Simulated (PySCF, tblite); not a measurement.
**C5H10N2O: infrared bands and NMR shifts**

What infrared bands and NMR shifts should C5H10N2O (`CO[C@H]1C=NN(C)C1`) show?

Programs: tblite 0.8.0 and PySCF 2.14.0, with density-fitted response routines of our own. Each step states its level of theory. These are calculated values for one molecule in the gas phase, unless marked as measured. Atoms count from 0, in the outputs and in this text.

## Step 1: The molecule as given

18 atoms, charge 0, multiplicity 1; geometry from: GFN2-xTB.

Bonds of the start (Å): C0–O1 1.40, O1–C2 1.41, C2–C3 1.51, C3–N4 1.27, N4–N5 1.34, N5–C6 1.44, N5–C7 1.46, C7–C2 1.55, C0–H8 1.10, C0–H9 1.09, C0–H10 1.10, C2–H11 1.10, C3–H12 1.07, C6–H13 1.09, C6–H14 1.10, C6–H15 1.09, C7–H16 1.09, C7–H17 1.10.

## Step 2: Infrared spectrum with GFN2-xTB

What the job is given:

```
{"job": {"kind": "ir", "xc": "GFN2-xTB", "basis": "xTB"}, "charge": 0, "multiplicity": 1}
C     -2.759414     0.344137     0.061732
O     -1.807724    -0.085272    -0.877288
C     -0.693075    -0.734206    -0.310325
C      0.146500    -1.384489    -1.390713
N      1.363997    -1.021574    -1.368397
N      1.607905    -0.204588    -0.329092
C      2.671715     0.749302    -0.480309
C      0.358743     0.212349     0.311274
H     -2.348461     1.098385     0.743267
H     -3.576908     0.780097    -0.509031
H     -3.137562    -0.497521     0.655670
H     -1.037615    -1.484742     0.421181
H     -0.228954    -2.089610    -2.103373
H      3.472755     0.271233    -1.038896
H      2.350567     1.650006    -1.019819
H      3.037875     1.036629     0.505519
H      0.447985     0.111717     1.394273
H      0.122912     1.254465     0.057911
```

**Question.** This job is followed by: GIAO PBE0/pcSseg-1 NMR shielding, non-relativistic, gas phase. What will the session give for the following? strongest single infrared mode (GFN2-xTB); zero-point energy (GFN2-xTB); ¹³C shifts against TMS (PBE0/pcSseg-1); ¹H shifts against TMS (PBE0/pcSseg-1, means over atoms taken as alike); ¹⁷O shifts against H2O (PBE0/pcSseg-1); ¹⁵N shifts against NH3 (PBE0/pcSseg-1).

**Answer**, as computed:

| quantity | value |
| --- | --- |
| strongest single infrared mode (GFN2-xTB) | 2898 cm⁻¹, 103 km/mol |
| zero-point energy (GFN2-xTB) | 93.5 kcal/mol |
| ¹³C shifts against TMS (PBE0/pcSseg-1) | 136.0, 91.0, 60.8, 59.1, 42.9 ppm |
| ¹H shifts against TMS (PBE0/pcSseg-1, means over atoms taken as alike) | 6.24, 4.76, 3.63, 3.45, 3.03, 2.63 ppm |
| ¹⁷O shifts against H2O (PBE0/pcSseg-1) | 53.6 ppm |
| ¹⁵N shifts against NH3 (PBE0/pcSseg-1) | 402.6, 141.6 ppm |

In words: All 48 modes are real, so the xTB geometry is a minimum. Unscaled tight-binding wavenumbers are off by several per cent, some by more. Its intensities can rank the bands wrongly. At PBE0/pcSseg-1: The widest tensor belongs to N4: span 575 ppm, with a paramagnetic part of -458 ppm.
